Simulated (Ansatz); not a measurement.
# C3H7ClSi: a ladder of functionals and wavefunction methods

Aim: compute C3H7ClSi with functionals from several rungs and with coupled cluster, and see how far each lands from CCSD(T) at the basis-set limit for the atomisation energy.

Program: Ansatz 0.2.0, Gaussian basis. Level of theory: functionals in def2-TZVPP, the program's frozen cores in correlated methods. These are calculated values, not measurements.

Levels to be run: LDA (SPW92), PBE-D4, revPBE-D4, BLYP-D4, r2SCAN-D4, B97M-V, PBE0-D4, B3LYP-D4, r2SCANh-D4, r2SCAN0-D4, HSE06-D4, BHLYP-D4, CAM-B3LYP-D4, LC-ωPBE, ωB97X-V, ωB97M-V, B2PLYP, PBE-QIDH; CCSD(T)/def2-SVP; CCSD(T)/def2-TZVPP; MP2/def2-QZVPP; extrapolation to the limit; RPA on PBE.

### 1 Structure used throughout

All runs share one geometry, relaxed beforehand with PBE0-D4 in a triple-zeta def2 set.

SMILES `CC(C)[Si]Cl`, 12 atoms, charge 0, spin multiplicity 1.

Atoms are counted from 1 here; the program's logs count them from 0.

Bond lengths: C1–C2 1.521 Å, C1–H6 1.092 Å, C1–H7 1.095 Å, C1–H8 1.093 Å, C2–C3 1.534 Å, C2–Si4 1.903 Å, C2–H9 1.100 Å, C3–H10 1.094 Å, C3–H11 1.097 Å, C3–H12 1.093 Å, Si4–Cl5 2.094 Å. Angles: C2–C1–H6 110.9°, C2–C1–H7 110.8°, C2–C1–H8 112.1°, H6–C1–H7 107.8°, H6–C1–H8 107.6°, H7–C1–H8 107.4°, C1–C2–C3 112.0°, C1–C2–Si4 118.1°, C1–C2–H9 109.2°, C3–C2–Si4 105.2°, C3–C2–H9 107.9°, Si4–C2–H9 103.8°, C2–C3–H10 110.6°, C2–C3–H11 112.9°, C2–C3–H12 110.7°, H10–C3–H11 106.8°, H10–C3–H12 108.0°, H11–C3–H12 107.6° and more.

### 2 LDA

This LDA is Slater exchange with PW92 correlation.

The input, in.yaml:

```yaml
crystal:
  periodic: [false, false, false]
  atoms:
    - {symbol: C, position_ang: [-0.701189, 0.413059, 1.067641]}
    - {symbol: C, position_ang: [-0.130271, -0.587792, 0.075205]}
    - {symbol: C, position_ang: [1.265577, -0.180557, -0.414320]}
    - {symbol: Si, position_ang: [-1.126535, -0.949310, -1.505786]}
    - {symbol: Cl, position_ang: [-1.541999, 1.007182, -2.127204]}
    - {symbol: H, position_ang: [-0.810585, 1.398075, 0.608453]}
    - {symbol: H, position_ang: [-0.042119, 0.520470, 1.935647]}
    - {symbol: H, position_ang: [-1.683982, 0.109386, 1.438143]}
    - {symbol: H, position_ang: [-0.044045, -1.570249, 0.561702]}
    - {symbol: H, position_ang: [1.977670, -0.173454, 0.416679]}
    - {symbol: H, position_ang: [1.668743, -0.863545, -1.172149]}
    - {symbol: H, position_ang: [1.245837, 0.821638, -0.849710]}
basis:
  gaussian: {orbitals: def2-TZVPP}
hamiltonian: {xc: lda}
output: {orbitals: {seedname: orbitals}}
```

On the command line:

```bash
$ ansatz run in.yaml --threads 4 --pin off --events-out ev --progress --plain --max-ram 10444MiB
```

After this run come: PBE-D4 (GGA); revPBE-D4 (GGA); BLYP-D4 (GGA); r2SCAN-D4 (meta-GGA); B97M-V (meta-GGA); PBE0-D4 (hybrid); B3LYP-D4 (hybrid); r2SCANh-D4 (hybrid); r2SCAN0-D4 (hybrid); HSE06-D4 (hybrid); BHLYP-D4 (hybrid); CAM-B3LYP-D4 (range-separated); LC-ωPBE (range-separated); ωB97X-V (range-separated); ωB97M-V (range-separated); B2PLYP (double hybrid); PBE-QIDH (double hybrid); CCSD(T) in def2-SVP; CCSD(T) in def2-TZVPP; MP2 in def2-QZVPP; RPA on PBE orbitals.

**Question.** What will the summary of the whole plan be? Wanted: atomisation energy, CCSD(T)/CBS; farthest beyond LDA; mean size of error, GGA; mean size of error, meta-GGA; mean size of error, hybrid; mean size of error, range-separated; mean size of error, double hybrid; gap, smallest and largest; T1 diagnostic.

**Answer**, as computed:

```
                               quantity                                                                        value
        atomisation energy, CCSD(T)/CBS                                                                4484.7 kJ/mol
 functionals within 22.4 kJ/mol (0.5 %)  revPBE-D4, r2SCAN-D4, B3LYP-D4, r2SCANh-D4, CAM-B3LYP-D4, ωB97X-V, PBE-QIDH
                    farthest beyond LDA                                                     BHLYP-D4 (-100.5 kJ/mol)
                mean size of error, GGA                                                                  38.5 kJ/mol
           mean size of error, meta-GGA                                                                  14.7 kJ/mol
             mean size of error, hybrid                                                                  34.0 kJ/mol
    mean size of error, range-separated                                                                  17.3 kJ/mol
      mean size of error, double hybrid                                                                  31.9 kJ/mol
              gap, smallest and largest                                     2.03 eV (LDA (SPW92)), 8.73 eV (LC-ωPBE)
                          T1 diagnostic                                                                       0.0114
triples share of the correlation energy                                                                        4.1 %
```

**Reading.** LDA overbinds by 600.2 kJ/mol (13 %). PBE-D4 is off by +79.2 kJ/mol. Double hybrids carry the basis error of their MP2 part in triple zeta, and no dispersion term here, so their miss is partly the set-up's. The rungs meta-GGA, range-separated miss on average by less than the doubt on the reference (22.4 kJ/mol), so they tie. Misses under about 22.4 kJ/mol are within the doubt on the reference itself, which lacks core-valence correlation, relativity and higher excitations. Hartree-Fock recovers 75 % of the binding; the rest is correlation. CCSD(T) in def2-SVP is off by -211.3 kJ/mol, more than most functionals: a good method in a small basis is no reference. The gap grows from 2.0 to 8.7 eV across the functionals, mostly with the share of exact exchange. The restricted reference is unstable towards a spin-broken one.
